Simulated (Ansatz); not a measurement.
# F3H5InNSi: small, medium and large basis sets

An exercise on one series of results from a longer session: the logs are not shown, and one member is left open.

Program: Ansatz 0.2.0, Gaussian basis. Level of theory: one geometry, several basis sets. These are calculated values, not measurements.

Levels to be run: PBE0-D4/def2-SVP; ωB97M-V/def2-SVP; PBE0-D4/def2-QZVPP; ωB97M-V/def2-QZVPP; the functionals' def2-TZVPP values are taken from earlier runs.

## The geometry

The geometry comes from an earlier relaxation with PBE0-D4 in a triple-zeta def2 set; it is a stationary point, not always the lowest conformer. In takes the def2 core potential; no spin-orbit term is included.

SMILES `[F][In-]([F])([F])[NH2+][SiH3]`, 11 atoms, charge 0, spin multiplicity 1.

Atoms are counted from 1 here; the program's logs count them from 0.

Bond lengths: F1–In2 1.945 Å, In2–F3 1.954 Å, In2–F4 1.945 Å, In2–N5 2.262 Å, N5–Si6 1.802 Å, N5–H7 1.017 Å, N5–H8 1.017 Å, Si6–H9 1.474 Å, Si6–H10 1.485 Å, Si6–H11 1.474 Å. Angles: F1–In2–F3 117.9°, F1–In2–F4 118.8°, F1–In2–N5 99.4°, F3–In2–F4 117.9°, F3–In2–N5 94.1°, F4–In2–N5 99.6°, In2–N5–Si6 113.0°, In2–N5–H7 105.8°, In2–N5–H8 105.9°, Si6–N5–H7 112.4°, Si6–N5–H8 112.4°, H7–N5–H8 106.8°, N5–Si6–H9 106.5°, N5–Si6–H10 107.8°, N5–Si6–H11 106.5°, H9–Si6–H10 110.7°, H9–Si6–H11 114.4°, H10–Si6–H11 110.7°.

As a file:

```xyz
11
F3H5InNSi
F    -2.39954   -1.88324   -0.25261
In   -0.46624   -1.77460   -0.06638
F     0.26573   -1.49593    1.72356
F     0.65343   -2.67386   -1.37835
N    -0.15198    0.37171   -0.70731
Si    0.57073    1.39600    0.58767
H    -1.06502    0.70856   -1.00338
H     0.43061    0.33150   -1.54020
H     1.89019    0.81419    0.89386
H     0.71688    2.77168    0.04878
H    -0.37949    1.37710    1.71466
```

Set-up of the first run:

Input file in.yaml:

```yaml
crystal:
  periodic: [false, false, false]
  atoms:
    - {symbol: F, position_ang: [-2.399545, -1.883236, -0.252611]}
    - {symbol: In, position_ang: [-0.466241, -1.774601, -0.066384]}
    - {symbol: F, position_ang: [0.265732, -1.495932, 1.723562]}
    - {symbol: F, position_ang: [0.653429, -2.673858, -1.378353]}
    - {symbol: N, position_ang: [-0.151981, 0.371707, -0.707313]}
    - {symbol: Si, position_ang: [0.570733, 1.395998, 0.587673]}
    - {symbol: H, position_ang: [-1.065016, 0.708556, -1.003378]}
    - {symbol: H, position_ang: [0.430610, 0.331502, -1.540201]}
    - {symbol: H, position_ang: [1.890185, 0.814187, 0.893860]}
    - {symbol: H, position_ang: [0.716881, 2.771680, 0.048784]}
    - {symbol: H, position_ang: [-0.379486, 1.377097, 1.714662]}
basis:
  gaussian: {orbitals: def2-SVP}
hamiltonian: {xc: pbe0, dispersion: d4}
output: {orbitals: {seedname: orbitals}}
```

Run with:

```bash
$ ansatz run in.yaml --threads 4 --pin off --events-out ev --progress --plain --max-ram 11315MiB
```

Steps of the session up to this table: PBE0-D4 in def2-SVP; ωB97M-V in def2-SVP; PBE0-D4 in def2-QZVPP; ωB97M-V in def2-QZVPP.

One of the session's tables, all rows but one given; the rest of the session is left out.

It belongs to the step «Density functionals: the series». 

```
functional       basis  HOMO (eV)  LUMO (eV)
   PBE0-D4    def2-SVP          ?          ?
   PBE0-D4  def2-TZVPP      -9.87      -1.84
   PBE0-D4  def2-QZVPP      -9.90      -1.91
   ωB97M-V    def2-SVP     -12.00       0.43
   ωB97M-V  def2-TZVPP     -12.20       0.01
   ωB97M-V  def2-QZVPP     -12.22      -0.21
```

Q: Estimate the row for PBE0-D4, def2-SVP from the others.

**Answer.** HOMO (eV): -9.66; LUMO (eV): -1.55. In the column «HOMO (eV)» it is the highest.
